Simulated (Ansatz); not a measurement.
# Zn9O8: the cost of one run

Method: DFT LDA, plane waves, PAW, scalar-relativistic, no spin polarisation, in Ansatz 0.2.0.

1 further run of the same task is left out (for a broken database entry).

### 1 The system as given

The cell holds 17 atoms (O8Zn9): a = 6.438 Å, b = 5.575 Å, c = 5.149 Å, α = 90.00°, β = 90.00°, γ = 90.00°.

Its coordinates follow in the input file.

### 2 End point A

input.yaml

```yaml
crystal:
  lattice:
    - [-3.219, -5.575472, 0.0]
    - [4.8285, -2.787736, 0.0]
    - [0.0, 0.0, 5.1489]
  atoms:
    - { symbol: Zn, position: [0.5, 0.3333333, 0.0] }
    - { symbol: Zn, position: [0.5, 0.6666667, 0.5] }
    - { symbol: O, position: [0.5, 0.3333333, 0.3816] }
    - { symbol: O, position: [0.5, 0.6666667, 0.8816] }
    - { symbol: Zn, position: [0.25, 0.8333333, 0.0] }
    - { symbol: Zn, position: [0.25, 0.1666667, 0.5] }
    - { symbol: O, position: [0.25, 0.8333333, 0.3816] }
    - { symbol: O, position: [0.25, 0.1666667, 0.8816] }
    - { symbol: Zn, position: [0.0, 0.3333333, 0.0] }
    - { symbol: Zn, position: [0.0, 0.6666667, 0.5] }
    - { symbol: O, position: [0.0, 0.3333333, 0.3816] }
    - { symbol: O, position: [0.0, 0.6666667, 0.8816] }
    - { symbol: Zn, position: [0.75, 0.8333333, 0.0] }
    - { symbol: Zn, position: [0.75, 0.1666667, 0.5] }
    - { symbol: O, position: [0.75, 0.8333333, 0.3816] }
    - { symbol: O, position: [0.75, 0.1666667, 0.8816] }
    - { symbol: Zn, position: [0.8739145, 0.4276806, 0.6817474] }
basis:
  ecutwfc: 420.0
kpoints:
  mp_grid: { grid: [2, 2, 2] }
hamiltonian:
  xc: lda
  pseudopotentials: { kind: paw, azcp: { folder: soft_1 } }
scf:
  occupations: { method: gaussian, width: 0.05 }
  lower_state_search: "off"
relax:
  f_tol: 0.03
  max_steps: 60
  adjacent_minimum: "off"
output:
  write_density: true
  write_potential: true
  elf: true
  volumetric_format: npy
```

On the command line:

```sh
ansatz run input.yaml --threads 2 --pin off --max-ram 5120MiB --backend cpu --events-out ev --progress --plain --runs-dir out
```

Q: Estimate wall time and peak memory on 2 threads of Arm Neoverse V1, shared host.

About 60 s, with a peak of 0.55 GiB.
